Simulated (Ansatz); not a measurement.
# Time against size: PBE, supercells of Si, on 1 × GB200

The runs below are of Ansatz 0.2.0 on a node with four NVIDIA GB200 cards and 144 Grace (Neoverse V2) cores, one at a time and with no other job on the machine; times are wall-clock times from launch to exit. Times and memory are rounded to two significant figures, and ratios are formed from the unrounded values. A row is a single run, so small differences between rows aren't established. System services beside the runs took up to 6 cores (rounded up). Precision is the program's default, which can work at lower precision in parts of a run. Card memory is the largest of readings taken every 0.4 s, so short peaks can be missed, and it isn't given for runs under about 3 s. It shows what a run took, which needn't be the least that it can run in: the program holds more work at once where threads and free memory allow.

The smallest member is a 2×2×1 supercell of Si (Fd-3m), atoms displaced at random by about 0.04 Å along each cell vector. Its input:

```yaml
crystal:
  lattice:
    - [0.000000, 5.443702, 5.443702]
    - [5.443702, 0.000000, 5.443702]
    - [2.721851, 2.721851, 0.000000]
  atoms:
    - { symbol: Si, position: [0.137149, 0.121556, 0.254103] }
    - { symbol: Si, position: [0.000761, 0.004339, -0.014570] }
    - { symbol: Si, position: [0.122845, 0.621096, 0.238833] }
    - { symbol: Si, position: [-0.004384, 0.497337, -0.002980] }
    - { symbol: Si, position: [0.620289, 0.127193, 0.244311] }
    - { symbol: Si, position: [0.483385, 0.006187, -0.004072] }
    - { symbol: Si, position: [0.621138, 0.626395, 0.252389] }
    - { symbol: Si, position: [0.500274, 0.495560, 0.001991] }
kpoints:
  mp_grid: { grid: [1, 1, 1] }
hamiltonian:
  xc: pbe
  pseudopotentials: { azcp: { folder: soft_1 } }
scf:
  occupations: { method: fixed }
output: { forces: true }
```

The program chose a cutoff of 420 eV. The folder soft_1 holds one of the program's own sets of PAW files, generated with PBE and used with every functional where the input names it.

Command, without the flags for output files and display:

```bash
ansatz run input.yaml --backend cuda --devices 1
```

| atoms | electrons | k mesh | k points | plane waves | dense FFT grid | bands at the start | SCF iterations | threads | wall time | SCF clock | outside it | host memory (GiB) | fullest card (GiB) | remarks |
| --- | --- | --- | --- | --- | --- | --- | --- | --- | --- | --- | --- | --- | --- | --- |
| 8 | 32 | 1×1×1 | 1 | 3095 | 54×54×27 | 24 | 9 | 24 | 0.95 s | 0.092 s | 0.85 s | 1.3 |  | bands 24→20 |
| 16 | 64 | 1×1×1 | 1 | 6231 | 54×54×54 | 48 | 8 | 48 | 0.91 s | 0.10 s | 0.81 s | 1.4 |  | bands 48→42 |
| 36 | 144 | 1×1×1 | 1 | 14113 | 80×80×54 | 108 | 7 | 72 | 0.98 s | 0.13 s | 0.85 s | 1.5 |  | bands 108→88 |
| 72 | 288 | 1×1×1 | 1 | 28363 | 108×80×80 | 216 | 8 | 72 | 1.3 s | 0.23 s | 1.0 s | 1.7 |  | bands 216→184 |
| 128 | 512 | 1×1×1 | 1 | 50557 | 108×108×108 | 384 | 8 | 72 | 1.3 s | 0.33 s | 0.96 s | 2.0 |  | bands 384→334 |
| 200 | 800 | 1×1×1 | 1 | 78817 | 135×135×108 | 600 | 9 | 72 | 1.7 s | 0.59 s | 1.1 s | 2.3 |  | bands 600→526 |
| 360 | 1440 | 1×1×1 | 1 | 141841 | 160×160×135 | 1080 | 9 | 72 | 2.4 s | 1.3 s | 1.1 s | 3.1 |  | bands 1080→952 |
| 504 | 2016 | 1×1×1 | 1 | 198541 | 192×160×160 | 1512 | 10 | 72 | 3.9 s | 2.8 s | 1.2 s | 3.4 | 35 | bands 1512→1336 |

The SCF clock is the program's own. It runs from the start of the first SCF loop to the final result and holds forces, stress, later SCFs and response steps. Outside it lie start-up, exit and the set-up ahead of the first loop, which depends on the cell and the method.

Runs at Γ alone can use real arithmetic, which is cheaper than at other k points.

«bands a→b»: once the levels showed a gap the program dropped high empty bands and went on with b of the a at the start.

One k point is too coarse a mesh for the properties of small cells; the series shows cost alone.

The threads change along the series too.

Of the smallest member's 0.95 s, 0.85 s lies outside the SCF clock, so the wall time grows less with size than the clocked work: from 8 to 504 atoms the wall time changes by a factor of 4.2, and the time on the SCF clock by 30. The smallest member has under 2 s on the SCF clock, so these factors are rough.

**Question.** How long does the member with 784 atoms take (1×1×1 mesh, 1 k point, 308891 plane waves, 2352 bands)?

**Answer.** 8.9 s, in 10 SCF iterations, with 4.6 GiB of host memory and 78 GiB on the fullest card. Of the wall time 7.5 s is on the SCF clock and 1.3 s outside. Remarks: bands 2352→2083; real-space projectors. «real-space projectors»: the card applied the projectors on the grid points about the atoms, another method than in rows without this remark.
